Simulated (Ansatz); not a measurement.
# CH₅Ge−: functionals against CCSD(T) at one geometry

An exercise on one series of results from a longer session: the logs are not shown, and one member is left open.

Program: Ansatz 0.2.0, Gaussian basis. Level of theory: single points in def2-TZVPPD. These are calculated values, not measurements.

Cores are frozen in the correlated methods. Filled d shells of the heavier atoms are correlated.

## Where the work starts

SMILES `[CH2-][GeH3]`, 7 atoms, charge -1, spin multiplicity 1.

Atoms are counted from 1 here; the program's logs count them from 0.

Bond lengths: C1–Ge2 1.763 Å, C1–H3 1.280 Å, C1–H4 1.355 Å, Ge2–H5 1.670 Å, Ge2–H6 1.559 Å, Ge2–H7 1.481 Å. Angles: Ge2–C1–H3 122.0°, Ge2–C1–H4 102.5°, H3–C1–H4 104.9°, C1–Ge2–H5 100.1°, C1–Ge2–H6 145.3°, C1–Ge2–H7 119.8°, H5–Ge2–H6 93.6°, H5–Ge2–H7 94.1°, H6–Ge2–H7 90.4°.

Coordinates:

| atom | x (Å) | y (Å) | z (Å) |
| --- | --- | --- | --- |
| C1 | -0.13600 | -1.19050 | -0.23980 |
| Ge2 | 0.19430 | 0.51230 | 0.07370 |
| H3 | -1.32850 | -1.65170 | -0.29120 |
| H4 | 0.42870 | -1.80010 | 0.83060 |
| H5 | -0.37900 | 1.18700 | -1.34240 |
| H6 | -0.18570 | 1.75380 | 0.93600 |
| H7 | 1.56570 | 1.04170 | -0.10340 |

Set-up of the first run:

Contents of run/in.yaml:

```yaml
crystal:
  periodic: [false, false, false]
  atoms:
    - {symbol: C, position_ang: [-0.136000, -1.190500, -0.239800]}
    - {symbol: Ge, position_ang: [0.194300, 0.512300, 0.073700]}
    - {symbol: H, position_ang: [-1.328500, -1.651700, -0.291200]}
    - {symbol: H, position_ang: [0.428700, -1.800100, 0.830600]}
    - {symbol: H, position_ang: [-0.379000, 1.187000, -1.342400]}
    - {symbol: H, position_ang: [-0.185700, 1.753800, 0.936000]}
    - {symbol: H, position_ang: [1.565700, 1.041700, -0.103400]}
basis:
  gaussian: {orbitals: "def2-TZVPPD.json"}
total_charge: -1
correlation: {method: ccsd_t}
output: {forces: true}
```

The basis file named in the input lies beside it (Basis Set Exchange, JSON).

The command line of these runs was not kept.

Among the steps run: CCSD(T)/def2-TZVPPD; PBE0-D4/def2-TZVPPD; wB97M-V/def2-TZVPPD; r2SCAN-D4/def2-TZVPPD; PBE-D4/def2-TZVPPD; wB97X-V/def2-TZVPPD; r2SCAN0-D4/def2-TZVPPD.

One of the session's tables, all rows but one given; the rest of the session is left out.

| method | RMS force component (eV/Å) | angle to CCSD(T) forces (°) |
| --- | --- | --- |
| CCSD(T) | 2.238 | reference |
| PBE0-D4 | 2.197 | 3.0 |
| wB97M-V | 2.235 | 2.4 |
| r2SCAN-D4 | ? | ? |
| PBE-D4 | 2.101 | 4.1 |
| wB97X-V | 2.262 | 3.0 |
| r2SCAN0-D4 | 2.231 | 3.3 |

Q: Estimate the row for r2SCAN-D4 from the others.

The run gave: RMS force component (eV/Å): 2.152; angle to CCSD(T) forces (°): 2.4. In the column «RMS force component (eV/Å)» it lies between PBE-D4 (2.101) and PBE0-D4 (2.197).
